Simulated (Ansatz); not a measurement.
# GaP− (quartet): wave-function methods side by side, aug-cc-pVDZ

The task here is to estimate one member of a computed series from the others.

Method: aug-cc-pVDZ, core rule «outside noble gas», up to 19 orbitals frozen; program: Ansatz 0.2.0, Gaussian basis.

Plan: UHF; CCSD(T) on ROHF; CCSD(T) on UHF; BCCD(T) on ROHF; CISD; CCSDT(Q) on ROHF; CCSDT(Q) on UHF; CASSCF and MRCISD+Q, 9 electrons in 8 orbitals; CASSCF and NEVPT2, 9 electrons in 8 orbitals.

22 further runs of the same task are left out: 2 for a known fault of the program, 8 that didn't finish, 12 set aside as unsound or not needed.

## What is computed

The geometry is a PBE0/def2-TZVPD stationary point (not a proven minimum) of the parent state, kept for this charge and spin. No spin-orbit coupling is included. The filled d shell of Ga may be among the frozen orbitals whatever the setting's name suggests; the logs give the count.

2 atoms, charge -1, spin multiplicity 4.

Atoms are counted from 1 here; the program's logs count them from 0.

Bond lengths: P1–Ga2 2.129 Å.

The first run:

Input file in.yaml:

```yaml
crystal:
  periodic: [false, false, false]
  atoms:
    - {symbol: P, position_ang: [0.000000, 0.000000, 0.000000]}
    - {symbol: Ga, position_ang: [0.000000, 0.000000, 2.129300]}
basis:
  gaussian: {orbitals: aug-cc-pVDZ}
total_charge: -1
magnetization: {spin_polarized: true, initial_magnetization: 3}
hamiltonian: {xc: hf}
output: {orbitals: {seedname: orbitals}}
```

On the command line:

```
$ ansatz run in.yaml --threads 1 --pin off --events-out ev --progress --plain --max-ram 2393MiB
```

Among the steps run: UHF; CCSD(T) on ROHF; CCSD(T) on UHF; BCCD(T) on ROHF; CISD; CCSDT(Q) on ROHF; CCSDT(Q) on UHF; CASSCF and MRCISD+Q, 9 electrons in 8 orbitals; CASSCF and NEVPT2, 9 electrons in 8 orbitals.

One of the session's tables, all rows but one given; the rest of the session is left out.

```
          method  from RCCSDT(Q) (kcal/mol)
            ROHF                    +118.60
             UHF                    +114.39
            RMP2                     +25.21
            UMP2                     +25.70
           RCCSD                     +10.26
           UCCSD                      +9.90
        RCCSD(T)                      +4.33
        UCCSD(T)                      +4.25
         BCCD(T)                          ?
          RCCSDT                      +1.72
          UCCSDT                      +1.63
       RCCSDT(Q)                          0
       UCCSDT(Q)                      -0.04
  CASSCF valence                     +93.73
  NEVPT2 valence                     +25.14
  MRCISD valence                     +11.66
MRCISD+Q valence                      +3.31
```

**Question.** Estimate the row for BCCD(T).

**Answer.** from RCCSDT(Q) (kcal/mol): +4.43. In the column «from RCCSDT(Q) (kcal/mol)» it lies between RCCSD(T) (+4.33) and UCCSD (+9.90).

Not comparable, so not listed: CISD (they don't share determinant, frozen orbitals or solution with the rows shown, or repeat one).

Caveats from the session: Restricted and unrestricted rows rest on different reference determinants; where their highest levels disagree by more than a few hundredths of an eV, they describe different states and don't form one ladder.
